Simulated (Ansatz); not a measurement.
Run this with the Ansatz DFT code, driven from Python and show what comes out.

Input file `clo.vasp`:
```text
ClO
1.0
  -7.52346100    7.52346100    8.14370500
   7.52346100   -7.52346100    8.14370500
   7.52346100    7.52346100   -8.14370500
Cl O
8 8
Direct
   0.26238600    0.19585700    0.06652900
   0.12932800    0.19585700    0.93347100
   0.94585700    0.37932800    0.43347100
   0.62067200    0.05414300    0.56652900
   0.48761400    0.05414300    0.43347100
   0.94585700    0.51238600    0.56652900
   0.80414300    0.87067200    0.06652900
   0.80414300    0.73761400    0.93347100
   0.33372400    0.08740350    0.24632050
   0.84108300    0.08740350    0.75367950
   0.83740350    0.09108300    0.25367950
   0.90891700    0.16259650    0.74632050
   0.41627600    0.16259650    0.25367950
   0.83740350    0.58372400    0.74632050
   0.91259650    0.15891700    0.24632050
   0.91259650    0.66627600    0.75367950
```

The script, `clo_convert.py`:
```python
# -*- coding: utf-8 -*-
"""Chain to YAML and back, for ClO."""

from pathlib import Path

import ansatz
from ase.io import read

atoms = read("clo.vasp", format="vasp")
system = ansatz.Crystal.from_ase(atoms)

calculation = (
    system.calculation()
    .functional(ansatz.Functional.LDA)
    .kpoints(density=3.8)
    .occupations(ansatz.OccupationsMethod.COLD)
    .phonons("fd", supercell=2, temperatures=(0, 800, 100))
)
Path("written.yaml").write_text(calculation.to_yaml())
back = ansatz.Calculation.from_yaml("written.yaml")
print(back.to_python())
print("same input:", back.to_yaml() == calculation.to_yaml())
```

Running `python clo_convert.py` prints:
```text
(
    az.Lattice.of(((-7.523461, 7.523461, 8.143705), (7.523461, -7.523461, 8.143705), (7.523461, 7.523461, -8.143705)))
    .atom("Cl", (0.262386, 0.195857, 0.066529))
    .atom("Cl", (0.129328, 0.19585700000000006, 0.933471))
    .atom("Cl", (0.9458569999999998, 0.379328, 0.433471))
    .atom("Cl", (0.620672, 0.054143000000000004, 0.566529))
    .atom("Cl", (0.487614, 0.054142999999999955, 0.433471))
    .atom("Cl", (0.945857, 0.5123860000000001, 0.566529))
    .atom("Cl", (0.804143, 0.870672, 0.066529))
    .atom("Cl", (0.804143, 0.7376139999999999, 0.933471))
    .atom("O", (0.33372399999999997, 0.08740349999999998, 0.2463205))
    .atom("O", (0.841083, 0.08740349999999997, 0.7536795))
    .atom("O", (0.8374035, 0.09108300000000001, 0.2536795))
    .atom("O", (0.9089169999999999, 0.1625965, 0.7463205))
    .atom("O", (0.416276, 0.1625965, 0.2536795))
    .atom("O", (0.8374035, 0.583724, 0.7463205))
    .atom("O", (0.9125965000000001, 0.158917, 0.2463205))
    .atom("O", (0.9125965, 0.666276, 0.7536795))
    .calculation()
    .kpoints(spacing=0.2631578947368421)
    .functional("lda")
    .occupations(method="cold")
    .phonons(method="fd", supercell=(2, 2, 2), temperatures=(0.0, 800.0, 100.0))
)

same input: True
```

File `written.yaml` afterwards:
```yaml
crystal:
  lattice:
    - [-7.523461, 7.523461, 8.143705]
    - [7.523461, -7.523461, 8.143705]
    - [7.523461, 7.523461, -8.143705]
  atoms:
    - { symbol: Cl, position: [0.262386, 0.195857, 0.066529] }
    - { symbol: Cl, position: [0.129328, 0.19585700000000006, 0.933471] }
    - { symbol: Cl, position: [0.9458569999999998, 0.379328, 0.433471] }
    - { symbol: Cl, position: [0.620672, 0.054143000000000004, 0.566529] }
    - { symbol: Cl, position: [0.487614, 0.054142999999999955, 0.433471] }
    - { symbol: Cl, position: [0.945857, 0.5123860000000001, 0.566529] }
    - { symbol: Cl, position: [0.804143, 0.870672, 0.066529] }
    - { symbol: Cl, position: [0.804143, 0.7376139999999999, 0.933471] }
    - { symbol: O, position: [0.33372399999999997, 0.08740349999999998, 0.2463205] }
    - { symbol: O, position: [0.841083, 0.08740349999999997, 0.7536795] }
    - { symbol: O, position: [0.8374035, 0.09108300000000001, 0.2536795] }
    - { symbol: O, position: [0.9089169999999999, 0.1625965, 0.7463205] }
    - { symbol: O, position: [0.416276, 0.1625965, 0.2536795] }
    - { symbol: O, position: [0.8374035, 0.583724, 0.7463205] }
    - { symbol: O, position: [0.9125965000000001, 0.158917, 0.2463205] }
    - { symbol: O, position: [0.9125965, 0.666276, 0.7536795] }
kpoints:
  mp_grid:
    kspacing: 0.2631578947368421
hamiltonian:
  xc: lda
scf:
  occupations:
    method: cold
phonons:
  method: fd
  supercell: [2, 2, 2]
  temperatures:
    t_min: 0.0
    t_max: 800.0
    t_step: 100.0
```

The input is only written out: it wasn't run, and its settings aren't tested. The structure comes from a database and needn't be a stable phase.
